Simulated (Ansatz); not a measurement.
# AlIn7As8: the cost of one run

Program: Ansatz 0.2.0. Level of theory: DFT PBEsol, scalar-relativistic, plane waves, PAW. These are calculated values, not measurements.

That is the level of the relaxation; later steps name their own.

## Step 1: The structure to begin with

The structure is cubic, space group F-43m (No. 216). Conventional cell: a = 11.978 Å, b = 11.978 Å, c = 11.978 Å, α = 90.00°, β = 90.00°, γ = 90.00°. Al (site symmetry -43m) has 4 As at 2.59 Å as nearest neighbours. In (site symmetry 2mm) has 4 As at 2.59 Å as nearest neighbours. Around In (site symmetry -43m) lie 4 As at 2.59 Å. Around As (site symmetry 3m) lie 1 Al at 2.59 Å and 3 In at 2.59 Å. As (site symmetry 3m) is surrounded by 4 In at 2.59 Å.

As a file:

```
Al In As
1.0
    -5.98910    0.00000    5.98910
    -5.98910   -5.98910    0.00000
     0.00000   -5.98910    5.98910
Al In As
1 7 8
Direct
  0.00000 0.50000 0.00000
  0.00000 0.00000 0.00000
  0.00000 0.50000 0.50000
  0.00000 0.00000 0.50000
  0.50000 0.50000 0.00000
  0.50000 0.00000 0.00000
  0.50000 0.50000 0.50000
  0.50000 0.00000 0.50000
  0.12500 0.12500 0.12500
  0.12500 0.62500 0.12500
  0.12500 0.12500 0.62500
  0.12500 0.62500 0.62500
  0.62500 0.12500 0.12500
  0.62500 0.62500 0.12500
  0.62500 0.12500 0.62500
  0.62500 0.62500 0.62500
```

(A quick probe on a coarse mesh, which set the mesh and smearing, is not shown.)

## Step 3: The relaxation

Contents of input.yaml:

```yaml
crystal:
  lattice:
    - [-5.9891, 0.0, 5.9891]
    - [-5.9891, -5.9891, 0.0]
    - [0.0, -5.9891, 5.9891]
  atoms:
    - { symbol: Al, position: [0.0, 0.5, 0.0] }
    - { symbol: In, position: [0.0, 0.0, 0.0] }
    - { symbol: In, position: [0.0, 0.5, 0.5] }
    - { symbol: In, position: [0.0, 0.0, 0.5] }
    - { symbol: In, position: [0.5, 0.5, 0.0] }
    - { symbol: In, position: [0.5, 0.0, 0.0] }
    - { symbol: In, position: [0.5, 0.5, 0.5] }
    - { symbol: In, position: [0.5, 0.0, 0.5] }
    - { symbol: As, position: [0.125, 0.125, 0.125] }
    - { symbol: As, position: [0.125, 0.625, 0.125] }
    - { symbol: As, position: [0.125, 0.125, 0.625] }
    - { symbol: As, position: [0.125, 0.625, 0.625] }
    - { symbol: As, position: [0.625, 0.125, 0.125] }
    - { symbol: As, position: [0.625, 0.625, 0.125] }
    - { symbol: As, position: [0.625, 0.125, 0.625] }
    - { symbol: As, position: [0.625, 0.625, 0.625] }
basis:
  ecutwfc: 420
kpoints:
  mp_grid: { grid: [6, 6, 6] }
hamiltonian:
  xc: pbesol
scf:
  occupations: { method: gaussian, width: 0.1 }
output:
  forces: true
  stress: true
  eigenvalues: true
  write_density: true
  write_potential: true
  elf: true
  volumetric_format: npy
relax:
  adjacent_minimum: "off"
  f_tol: 0.005
  max_steps: 80
  cell: { stress_tol: 0.05 }
```

The run is started by

```bash
> ansatz run input.yaml --threads 4 --pin off --max-ram 10240MiB --backend cpu --events-out ev --progress --plain --runs-dir out
```

**Question.** How long does this run take on 4 threads of Intel Xeon Platinum 8488C (Sapphire Rapids), shared host, and how much memory does it need?

About 2.1 min, with a peak of 1.8 GiB.
